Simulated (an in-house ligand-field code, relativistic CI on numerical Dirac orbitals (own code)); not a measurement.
**d8 in a ligand field: terms for several parameter sets**

Which terms of d8 lie lowest for given Racah parameters, spin-orbit constant and ligand field?

Program: an in-house ligand-field code version 1. Level of theory: parametric ligand-field model of a d^n configuration (Racah B and C, spin-orbit zeta, crystal field), exact diagonalisation. These are calculated values, not measurements, unless marked.

## (1) Starting point

| Property | Result |
| --- | --- |
| shell | d8 |
| set 1 (cm⁻¹) | B = 960, C = 3810, ζ = 2650, Td, 10Dq = -4950 |
| set 2 (cm⁻¹) | B = 710, C = 3350, ζ = 260, Td, 10Dq = -8100 |
| set 3 (cm⁻¹) | B = 740, C = 2640, ζ = 190, Oh, 10Dq = 3950 |
| set 4 (cm⁻¹) | B = 770, C = 3480, ζ = 220, Oh, 10Dq = 13050 |
| set 5 (cm⁻¹) | B = 350, C = 1740, ζ = 1750, Oh, 10Dq = 13900 |
| set 6 (cm⁻¹) | B = 640, C = 2950, ζ = 4150, Td, 10Dq = -6450 |
| set 7 (cm⁻¹) | B = 620, C = 2550, ζ = 3700, Oh, 10Dq = 27300 |
| set 8 (cm⁻¹) | B = 580, C = 2670, ζ = 450, Oh, 10Dq = 38950 |

## (2) Set 1

Input settings:

```ini
n = 8
racah_B = 960  # cm-1
racah_C = 3810  # cm-1
zeta = 2650  # cm-1
symmetry = Td
field = {"10Dq": -4950}  # cm-1
```

## (3) Set 2

Input settings:

```ini
n = 8
racah_B = 710  # cm-1
racah_C = 3350  # cm-1
zeta = 260  # cm-1
symmetry = Td
field = {"10Dq": -8100}  # cm-1
```

## (4) Set 3

Input settings:

```ini
n = 8
racah_B = 740  # cm-1
racah_C = 2640  # cm-1
zeta = 190  # cm-1
symmetry = Oh
field = {"10Dq": 3950}  # cm-1
```

## (5) Set 4

Input settings:

```ini
n = 8
racah_B = 770  # cm-1
racah_C = 3480  # cm-1
zeta = 220  # cm-1
symmetry = Oh
field = {"10Dq": 13050}  # cm-1
```

## (6) Set 5

Input settings:

```ini
n = 8
racah_B = 350  # cm-1
racah_C = 1740  # cm-1
zeta = 1750  # cm-1
symmetry = Oh
field = {"10Dq": 13900}  # cm-1
```

## (7) Set 6

Input settings:

```ini
n = 8
racah_B = 640  # cm-1
racah_C = 2950  # cm-1
zeta = 4150  # cm-1
symmetry = Td
field = {"10Dq": -6450}  # cm-1
```

## (8) Set 7

Input settings:

```ini
n = 8
racah_B = 620  # cm-1
racah_C = 2550  # cm-1
zeta = 3700  # cm-1
symmetry = Oh
field = {"10Dq": 27300}  # cm-1
```

## (9) Set 8

Input settings:

```ini
n = 8
racah_B = 580  # cm-1
racah_C = 2670  # cm-1
zeta = 450  # cm-1
symmetry = Oh
field = {"10Dq": 38950}  # cm-1
```

(Steps that only read results are left out.)

**Question.** What will these runs give? Wanted: lowest spin-orbit levels.

**Answer**, as computed:

| set | 10Dq/B (size) | lowest | S | electrons in z² and x²-y² | next level (cm⁻¹) |
| --- | --- | --- | --- | --- | --- |
| 1: Td | 5.2 | A1 | 0.99 | 3.86 | T1 974 |
| 2: Td | 11.4 | A1 | 1.00 | 3.93 | T1 176 |
| 3: Oh | 5.3 | T2 | 1.00 | 2.00 | E 3884 |
| 4: Oh | 16.9 | T2 | 1.00 | 2.00 | E 12656 |
| 5: Oh | 39.7 | T2 | 1.00 | 2.03 | E 5904 |
| 6: Td | 10.1 | A1 | 0.98 | 3.87 | T1 1403 |
| 7: Oh | 44.0 | T2 | 0.99 | 2.04 | E 9440 |
| 8: Oh | 67.2 | T2 | 1.00 | 2.00 | E 9924 |

```
                quantity                                                   value
lowest spin-orbit levels  1: A1, 2: A1, 3: T2, 4: T2, 5: T2, 6: A1, 7: T2, 8: T2
```

What this shows: 8 of 8 sets have the highest spin that their shell allows, S = 1. A negative 10Dq stands for a tetrahedral field. With spin-orbit coupling the labels are those of spin-orbit levels, not of terms, and S is an average from the expectation value of its square. B, C and the field are free parameters here, not those of a compound.
